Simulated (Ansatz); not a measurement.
Run this with the Python package of Ansatz (0.2.0) and show what comes out.

`kconv_ge.py`:
```python
"""k-point test for Ge."""

import csv
import warnings

import ansatz as az

warnings.simplefilter("ignore", az.DeckWarning)

xtal = (
    az.Lattice.of((0.0, 2.82891, 2.82891), (2.82891, 0.0, 2.82891), (2.82891, 2.82891, 0.0))
    .atom("Ge", (0.0, 0.0, 0.0))
    .atom("Ge", (0.25, 0.25, 0.25))
)

calculation = xtal.calculation()
calculation = calculation.occupations("Fixed")
calculation = calculation.functional(az.Functional.PBE).forces()
calculation = calculation.stress()

rows = []
for value in [1.0, 0.6, 0.4, 0.3]:
    rep = calculation.kpoints(spacing=value).run(threads=1).report
    rows.append((value, rep["free_energy_ev"] / len(rep["lattice"]["sites"]), rep["n_iterations"], sum(rep["stress_gpa"][i][i] for i in range(3)) / 3, max(abs(f) for row in rep["forces_ev_ang"] for f in row), rep["n_kpoints"]))

with open("kconv.csv", "w", newline="") as handle:
    writer = csv.writer(handle)
    writer.writerow(["spacing (1/A)", "F/atom (eV)", "iterations", "P (GPa)", "max component (eV/A)", "k-points"])
    writer.writerows([round(v, 5) if isinstance(v, float) else v for v in row] for row in rows)

# differences from the last row
for row in rows[:-1]:
    shift = 1000 * (row[1] - rows[-1][1])
    print(f"{row[0]}: {shift:+.2f} meV/atom" + ("  (within 2 meV)" if abs(shift) < 2 else ""))
```

```console
$ python kconv_ge.py
1.0: +1461.47 meV/atom
0.6: +119.88 meV/atom
0.4: +40.62 meV/atom
```

File `kconv.csv` afterwards:
```csv
spacing (1/A),F/atom (eV),iterations,P (GPa),max component (eV/A),k-points
1.0,-4293.4981,6,9.00318,0.0,3
0.6,-4294.8397,6,3.62666,0.0,8
0.4,-4294.91896,7,3.47611,0.0,10
0.3,-4294.95957,6,3.51482,0.0,20
```

What to keep in mind:
- Forces vanish by symmetry here and test nothing.
- Pressure is positive in compression.
- Shifts are counted from the finest mesh, which is itself no proven limit.
- Finished in 3.7 s on 1 thread of Intel(R) Xeon(R) Processor @ 2.30GHz (shared host), peak memory 0.46 GiB.
